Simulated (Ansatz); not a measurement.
# HfMg3 (AuCu3 type): other levels of theory at one geometry

One table from this session's results is given with a row withheld; the runs are named, their logs left out.

Computed with Ansatz 0.2.0 (DFT at several levels, plane waves, PAW, unless a step's input says otherwise).

### The starting structure

It takes space group Pm-3m (No. 221, cubic). The conventional cell has a = 4.435 Å, b = 4.435 Å, c = 4.435 Å, α = 90.00°, β = 90.00°, γ = 90.00°. Around Hf (site symmetry m-3m) lie 12 Mg at 3.14 Å. Mg (site symmetry 4/mmm) has 4 Hf at 3.14 Å and 8 Mg at 3.14 Å in its first shell of neighbours.

Coordinates:

```xyz
4
Lattice="4.4352 0.0000 0.0000 0.0000 4.4352 0.0000 0.0000 0.0000 4.4352" Properties=species:S:1:pos:R:3 pbc="T T T"
Hf    0.0000    0.0000    0.0000
Mg    0.0000    2.2176    2.2176
Mg    2.2176    2.2176    0.0000
Mg    2.2176    0.0000    2.2176
```

This cell comes from an earlier session at PBE: 21.811 Å³/atom at 0.00 GPa, on a 8×8×8 mesh, a metal on this mesh.

Levels to run: PBE+SOC; r²SCAN; PBEsol; LDA; HSE06. Hardware: 2 threads of Arm Neoverse V2, shared host.

The first run:

Contents of input.yaml:

```yaml
crystal:
  lattice:
    - [4.4351854621, 0.0, 0.0]
    - [0.0, 4.4351854621, 0.0]
    - [0.0, 0.0, 4.4351854621]
  atoms:
    - { symbol: Hf, position: [0.0, 0.0, 0.0] }
    - { symbol: Mg, position: [0.0, 0.5, 0.5] }
    - { symbol: Mg, position: [0.5, 0.5, 0.0] }
    - { symbol: Mg, position: [0.5, 0.0, 0.5] }
basis:
  ecutwfc: 420
  ecutrho_ratio: 4
kpoints:
  mp_grid: { grid: [8, 8, 8] }
hamiltonian:
  xc: pbe
scf:
  occupations: { method: gaussian, width: 0.05 }
output:
  forces: true
  stress: true
  eigenvalues: true
  populations: true
  dos: { projected: true, de: 0.02 }
  write_density: true
  write_potential: true
  elf: true
  volumetric_format: npy
magnetization:
  noncollinear: true
  spin_orbit: true
```

On the command line:

```
> ansatz run input.yaml --threads 2 --pin off --max-ram 2662MiB --backend cpu --events-out ev --progress --plain --runs-dir out
```

Steps of the session up to this table: PBE+SOC; r²SCAN; PBEsol; LDA; HSE06.

One table of the session follows, with a row left open; its other results are not shown here.

```
  level  pressure (GPa)
    PBE             0.0
    LDA               ?
 PBEsol            -1.5
PBE+SOC             0.0
 r²SCAN            -0.7
  HSE06            -0.3
```

Estimate the missing values for LDA.

As computed: pressure (GPa): -3.7. In the column «pressure (GPa)» it is the lowest.

The pressure runs from -3.7 GPa (LDA) to 0.0 GPa (PBE); a negative pressure means that level wants a smaller cell, a positive one a larger cell. Total energies of different levels have different zeros and can't be compared.

Limits of these values: Warnings in the runs' records: stress exchange threshold loose, filled band counts differ across k points, stress scf threshold loose.
